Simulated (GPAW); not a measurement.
NiMoIrPdW:

```xyz
5
Lattice="2.7608 0.0000 0.0000 -1.3804 2.3909 0.0000 0.0000 0.0000 11.3405" Properties=species:S:1:pos:R:3 pbc="T T T"
Ni    0.0000    0.0000    8.0423
Mo    1.3804    0.7970    3.3369
Pd    1.3804    0.7970   10.1952
Ir    0.0000    0.0000    1.2025
W     1.3804    0.7970    6.0015
```

The cell was built by a generator and needn't be a form met in nature.

Base run:

```yaml
Program: GPAW 26.7.0
Functional: PBE
Potentials_or_basis: GPAW PAW data sets (gpaw-data 1.2.1)
Cutoff: 600 eV
Basis: pw
k_mesh: 8 × 8 × 2
Occupations: fermi-dirac, width 0.05 eV
Spin: collinear spin, ferromagnetic start
Starting_moments: "[1.0, 1.0, 0.0, 0.6, 0.0] μB"
```

Its results: band gap on the k mesh none (metal or under the smearing width); pressure -0.1 GPa; net moment 0.00 μB per cell; largest force 0.285 eV/Å.

**Question.** The run is repeated on the same cell with these changes: k mesh from 8 × 8 × 2 to 6 × 6 × 2. What comes out?

**Answer.** Band gap on the k mesh none (metal or under the smearing width); pressure -0.1 GPa; net moment 0.66 μB per cell; site moments Ni +0.37; Mo +0.02; Pd +0.07; Ir +0.14; W +0.05 μB; largest force 0.128 eV/Å.

Caveats: some runs use coarse meshes; the stock nickel data set gives pressures a few GPa off other programs.

Not every run made on this cell is shown here.
